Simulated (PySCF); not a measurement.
**CoOCl: relaxation and vibrations of the triplet**

Aim: relax CoOCl as a triplet from a linear start, check by its vibrations whether the end is a minimum, and collect its spectrum and constants.

Program: PySCF 2.14.0. Level of theory: PBE0, basis Co def2-TZVP, O def2-TZVP, Cl def2-TZVP, no relativity, density fitting. These are calculated values, not measurements.

**1. The system as given**

3 atoms, charge 0, spin multiplicity 3.

Bond lengths: Co1–O2 1.600 Å, Co1–Cl3 2.100 Å. Angles: O2–Co1–Cl3 180.0°.

Z-matrix (Å, degrees; charge 0 multiplicity 3):
```
Co
O  1 1.6000
Cl 1 2.1000 2 180.00
```

**2. Finding the electronic state**

The steps below are one call of a driver around PySCF. For each, scf.py gives the equivalent set-up of the SCF; relaxations use the driver's own optimiser. After this first run the driver tries any further starts and a stability analysis.

scf.py reads:

```python
from pyscf import gto, scf, dft
mol = gto.M(atom='''
Co     0.000000     0.000000     0.000000
O      0.000000     0.000000    -1.600000
Cl     0.000000     0.000000     2.100000''',
    basis={'Co': 'def2-TZVP', 'O': 'def2-TZVP', 'Cl': 'def2-TZVP'},
    charge=0, spin=2)
mf = dft.UKS(mol, xc='PBE0')
mf.grids.atom_grid = (50, 194)
aux = {'Co': 'def2-universal-JKFIT', 'O': 'def2-universal-JKFIT', 'Cl': 'def2-universal-JKFIT'}
mf = mf.density_fit(auxbasis=aux)
mf.conv_tol = 1e-08
mf.diis_space = 10
mf.max_cycle = 60
mf.init_guess = 'minao'
mf.verbose = 4
mf.kernel()
```

Run with:

```console
OMP_NUM_THREADS=4 python axn.py task.json out
```

The runs that follow: Relaxation: linear start, triplet; Frequencies.

What does the calculation give? Wanted: minimum; geometry; wavenumbers; dipole moment; highest occupied, lowest empty level; polar-tensor charge of Co1; zero-point energy; atomisation energy; ⟨S²⟩.

The runs gave:

```
                                          quantity                                        value
                                           minimum                broken-symmetry (Ms = 1), C∞v
                                          geometry  Co–Cl 2.084 Å, Co–O 1.749 Å; Cl–Co–O 180.0°
                                wavenumbers (cm⁻¹)                            54, 319, 415, 661
                                     dipole moment                                       0.08 D
highest occupied, lowest empty level (either spin)                              -8.60, -4.53 eV
                        polar-tensor charge of Co1                                      +0.85 e
                                 zero-point energy                                   8.7 kJ/mol
                               entropy at 298.15 K                              279.4 J/(mol K)
         atomisation energy (no zero-point energy)                                   698 kJ/mol
                                              ⟨S²⟩                                        2.839
```

**Reading.** The linear start keeps its C∞v symmetry and ends in a minimum. The determinant is spin-contaminated (⟨S²⟩ = 2.84 against 2.00), so it is no pure spin state. The strongest infrared band lies at 661 cm⁻¹ (stretch). Other starts or spin states, not run here, may lie lower. The SCF density has lower symmetry than the nuclear frame. One determinant may miss the lowest occupation of an open d or f shell.
